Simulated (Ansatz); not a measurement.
**C₂H₆OSe: one species, many methods**

The task here is to estimate one member of a computed series from the others.

The runs use Ansatz 0.2.0, Gaussian basis; functionals in def2-TZVPP, the program's frozen cores in correlated methods.

Plan: PBE-D4, r2SCAN-D4, PBE0-D4, B3LYP-D4, ωB97X-V, ωB97M-V, B2PLYP; CCSD(T)/def2-TZVPP; MP2/def2-QZVPP; extrapolation to the limit.

## The geometry

The geometry comes from an earlier relaxation with PBE0-D4 in a triple-zeta def2 set; it is a stationary point, not always the lowest conformer.

10 atoms, charge 0, spin multiplicity 1.

Atoms are counted from 1 here; the program's logs count them from 0.

Bond lengths: C1–Se2 1.943 Å, C1–H5 1.089 Å, C1–H6 1.088 Å, C1–H7 1.089 Å, Se2–C3 1.956 Å, C3–O4 1.395 Å, C3–H8 1.095 Å, C3–H9 1.090 Å, O4–H10 0.962 Å. Angles: Se2–C1–H5 110.4°, Se2–C1–H6 109.2°, Se2–C1–H7 107.3°, H5–C1–H6 110.6°, H5–C1–H7 109.6°, H6–C1–H7 109.6°, C1–Se2–C3 96.5°, Se2–C3–O4 114.2°, Se2–C3–H8 104.7°, Se2–C3–H9 108.6°, O4–C3–H8 113.1°, O4–C3–H9 107.1°, H8–C3–H9 109.1°, C3–O4–H10 108.1°.

The first run:

in.yaml

```yaml
crystal:
  periodic: [false, false, false]
  atoms:
    - {symbol: C, position_ang: [-1.034317, 0.943794, 0.805607]}
    - {symbol: Se, position_ang: [-1.056116, -0.053794, -0.861321]}
    - {symbol: C, position_ang: [0.600572, -1.044398, -0.547404]}
    - {symbol: O, position_ang: [1.739823, -0.243144, -0.471259]}
    - {symbol: H, position_ang: [-1.261976, 0.286750, 1.643655]}
    - {symbol: H, position_ang: [-0.056598, 1.404219, 0.934157]}
    - {symbol: H, position_ang: [-1.796258, 1.718032, 0.730240]}
    - {symbol: H, position_ang: [0.644771, -1.777994, -1.359754]}
    - {symbol: H, position_ang: [0.515613, -1.570420, 0.402956]}
    - {symbol: H, position_ang: [1.787486, 0.285756, -1.273978]}
basis:
  gaussian: {orbitals: def2-TZVPP}
hamiltonian: {xc: pbe, dispersion: d4}
output: {forces: true, orbitals: {seedname: orbitals}}
```

Started as:

```sh
> ansatz run in.yaml --threads 4 --pin off --events-out ev --progress --plain --max-ram 10444MiB
```

Steps of the session up to this table: PBE-D4 (GGA); r2SCAN-D4 (meta-GGA); PBE0-D4 (hybrid); B3LYP-D4 (hybrid); ωB97X-V (range-separated); ωB97M-V (range-separated); B2PLYP (double hybrid); CCSD(T) in def2-TZVPP; MP2 in def2-QZVPP.

One table of the session follows, with a row left open; its other results are not shown here.

It belongs to the step «Atomisation energies». 

| method | atomisation energy (eV) |
| --- | --- |
| PBE-D4 | 37.737 |
| r2SCAN-D4 | 36.971 |
| PBE0-D4 | 36.959 |
| B3LYP-D4 | 36.838 |
| ωB97X-V | 36.909 |
| ωB97M-V | 36.875 |
| B2PLYP | 36.448 |
| HF/def2-TZVPP | 26.067 |
| MP2/def2-TZVPP | ? |
| CCSD/def2-TZVPP | 35.429 |
| CCSD(T)/def2-TZVPP | 36.013 |
| MP2/CBS | 37.483 |
| CCSD(T)/CBS | 36.980 |

Estimate the missing values for MP2/def2-TZVPP.

As computed: atomisation energy (eV): 36.517. In the column «atomisation energy (eV)» it lies between B2PLYP (36.448) and B3LYP-D4 (36.838).
